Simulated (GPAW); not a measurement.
Crystal: FeO.

```
Fe O
1.0
     0.00000    2.15540    2.15540
     2.15540    0.00000    2.15540
     2.15540    2.15540    0.00000
Fe O
1 1
Direct
  0.00000 0.00000 0.00000
  0.50000 0.50000 0.50000
```

Program: GPAW 26.7.0. Alike in all runs: task single point; potentials or basis GPAW PAW data sets (gpaw-data 1.2.1), pw; cell as given; k mesh 8 × 8 × 8; cutoff (eV) 800; smearing gaussian 0.05 eV.

Q: Order these runs on this cell by their band gap on the k mesh, lowest first.
A. level r2SCAN+U; spin collinear, zero start; U Fe d U = 2 eV
B. level PBE+U; spin collinear, zero start; U Fe d U = 8 eV
C. level PBE+U; spin off; U Fe d U = 5 eV

A: A (2.08 eV), C (3.16 eV), B (3.96 eV).

Caveats: the run has no moments, though such compounds are often magnetic (some runs); a magnetic state may lie lower (some runs).

A k mesh can miss the band edges.
